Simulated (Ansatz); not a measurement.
# FGaH₂Zn: how energies converge with the basis set

The task here is to estimate one member of a computed series from the others.

The runs use Ansatz 0.2.0, Gaussian basis; one geometry, several basis sets.

Plan: PBE0-D4/def2-SVP; ωB97M-V/def2-SVP; PBE0-D4/def2-QZVPP; ωB97M-V/def2-QZVPP; the functionals' def2-TZVPP values are taken from earlier runs.

### The geometry

The geometry comes from an earlier relaxation with PBE0-D4 in a triple-zeta def2 set; it is a stationary point.

SMILES `[F][Zn][GaH2]`, 5 atoms, charge 0, spin multiplicity 1.

Atoms are counted from 1 here; the program's logs count them from 0.

Bond lengths: F1–Zn2 1.769 Å, Zn2–Ga3 2.409 Å, Ga3–H4 1.573 Å, Ga3–H5 1.573 Å. Angles: F1–Zn2–Ga3 180.0°, Zn2–Ga3–H4 121.0°, Zn2–Ga3–H5 121.0°, H4–Ga3–H5 118.0°.

Set-up of the first run:

in.yaml

```yaml
crystal:
  periodic: [false, false, false]
  atoms:
    - {symbol: F, position_ang: [-0.533520, -1.874828, 2.518625]}
    - {symbol: Zn, position_ang: [-0.231112, -0.841329, 1.114877]}
    - {symbol: Ga, position_ang: [0.179310, 0.565615, -0.796532]}
    - {symbol: H, position_ang: [-0.434194, 0.220577, -2.202808]}
    - {symbol: H, position_ang: [1.069417, 1.856363, -0.675562]}
basis:
  gaussian: {orbitals: def2-SVP}
hamiltonian: {xc: pbe0, dispersion: d4}
output: {orbitals: {seedname: orbitals}}
```

The run is started by

```bash
$ ansatz run in.yaml --threads 2 --pin off --events-out ev --progress --plain --max-ram 4352MiB
```

Steps of the session up to this table: PBE0-D4 in def2-SVP; ωB97M-V in def2-SVP; PBE0-D4 in def2-QZVPP; ωB97M-V in def2-QZVPP.

One of the session's tables, all rows but one given; the rest of the session is left out.

It belongs to the step «Density functionals: the series». 

| functional | basis | HOMO (eV) | LUMO (eV) |
| --- | --- | --- | --- |
| PBE0-D4 | def2-SVP | -7.59 | -2.53 |
| PBE0-D4 | def2-TZVPP | -7.81 | -2.70 |
| PBE0-D4 | def2-QZVPP | -7.78 | -2.69 |
| ωB97M-V | def2-SVP | -9.59 | -0.75 |
| ωB97M-V | def2-TZVPP | ? | ? |
| ωB97M-V | def2-QZVPP | -9.82 | -1.04 |

**Question.** Estimate the row for ωB97M-V, def2-TZVPP.

As computed: HOMO (eV): -9.84; LUMO (eV): -0.97. In the column «HOMO (eV)» it is the lowest.
